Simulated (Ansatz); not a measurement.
**Sb in Ansatz: the effect of functional**

The system is Sb, a sheet with vacuum.

```
CELL_PARAMETERS angstrom
3.23056 0.00000 0.00000
0.00000 3.10980 0.00000
0.00000 0.00000 31.36000
ATOMIC_POSITIONS crystal
Sb 0.00000 0.00000 0.24638
Sb 0.50000 0.00000 0.32760
```

The cell was built by a generator and needn't be a form met in nature.

Alike in all runs:

```yaml
Program: Ansatz 0.2.0
Task: single point
Potentials_or_basis: all-electron LAPW, scalar-relativistic
Cutoff: 192 eV (chosen from the basis error)
Basis_error_allowed: 0.002 eV/atom
k_mesh: 8 × 9 × 1
Occupations: fermi-dirac, width 0.05 eV
Spin: no spin polarisation
```

```csv
functional,largest force (eV/Å),work function (eV)
PBE,?,?
LDA,0.28,4.15
PBEsol,0.17,3.97
```

Problem. What does the run with functional PBE give?

Solution. Largest force 0.05 eV/Å; work function 3.88 eV.
